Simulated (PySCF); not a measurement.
# C38H17F9O4: the cost of one run

Computed with PySCF 2.14.0 and routines of our own; the level stands in each step. Atoms count from 0.

### 1 The system as given

68 atoms, charge 0, multiplicity 1; geometry from: GFN2-xTB.

### 2 NMR shifts: GIAO KT3/pcSseg-1

What the job is given:

```
{"job": {"kind": "nmr", "basis": "pcSseg-1", "pop": false, "xc": "KT3", "scf": {"guess": "atom"}}, "charge": 0, "multiplicity": 1}
F     13.131624     2.680770    -1.358305
C     11.964571     2.048389    -1.489619
C     10.901636     2.351924    -0.646055
F     11.040101     3.288962     0.292608
C      9.685372     1.692070    -0.783490
F      8.671812     2.046793     0.019707
C      9.502365     0.691272    -1.746480
O      8.360280     0.022798    -1.968334
C      7.487276    -0.272859    -0.930734
C      7.954397    -0.646838     0.342864
C      7.063590    -0.992041     1.317919
C      5.674900    -1.003613     1.066307
C      4.738439    -1.356074     2.055511
C      3.397282    -1.371385     1.765074
O      2.527200    -1.669215     2.795327
C      1.235202    -1.956574     2.476320
C      0.874919    -3.152388     1.848550
F      1.833198    -4.028706     1.527248
C     -0.445026    -3.425389     1.522210
F     -0.748851    -4.570386     0.902743
C     -1.469510    -2.514340     1.808278
O     -2.735079    -2.819204     1.461102
C     -3.527069    -1.802114     0.935832
C     -2.972275    -0.865899     0.042956
C     -3.761695     0.100285    -0.506932
C     -5.133963     0.178177    -0.190669
C     -5.957141     1.182268    -0.725748
C     -7.291113     1.248014    -0.398813
O     -7.994476     2.311058    -0.884332
C     -9.344130     2.239314    -1.115277
C     -9.986966     1.088662    -1.558388
C    -11.340493     1.130497    -1.843113
C    -12.054618     2.307725    -1.700471
C    -11.407663     3.456084    -1.273977
C    -10.059044     3.425608    -0.978087
C     -7.845640     0.298869     0.485449
C     -7.063967    -0.690883     1.008611
C     -5.692205    -0.784372     0.692427
C     -4.859470    -1.775276     1.248017
C     -1.109453    -1.338285     2.478865
F     -2.055887    -0.445755     2.805123
C      0.212428    -1.063213     2.797451
F      0.517339     0.085130     3.407986
C      2.940306    -1.039652     0.475605
C      3.833502    -0.691034    -0.496324
C      5.217137    -0.657931    -0.233275
C      6.149127    -0.286226    -1.219806
C     10.583095     0.419369    -2.599373
F     10.430361    -0.507398    -3.548728
C     11.794431     1.085705    -2.481714
F     12.798332     0.797079    -3.309665
H      9.017479    -0.664211     0.535126
H      7.418414    -1.271977     2.297953
H      5.068252    -1.609792     3.050398
H     -1.921838    -0.928501    -0.203199
H     -3.343358     0.819963    -1.194651
H     -5.539694     1.924779    -1.388029
H     -9.428390     0.173836    -1.694258
H    -11.837649     0.236219    -2.188231
H    -13.109932     2.332536    -1.926248
H    -11.955718     4.381032    -1.172222
H     -9.538366     4.309163    -0.642901
H     -8.887008     0.377314     0.760689
H     -7.491601    -1.408513     1.693526
H     -5.267394    -2.510321     1.923915
H      1.880463    -1.049637     0.262959
H      3.483151    -0.430873    -1.483703
H      5.809877    -0.016425    -2.207513
```

Level: GIAO KT3/pcSseg-1 NMR shielding, non-relativistic, gas phase.

Run with:

```bash
OMP_NUM_THREADS=4 python large_run.py task.json out
```

One launch serves the whole session: the jobs run in the order shown.

Q: Estimate the wall time and peak memory of this first job on 4 threads of Arm Neoverse N1, shared host.

About 1.9 min, with a peak of 2.1 GiB.
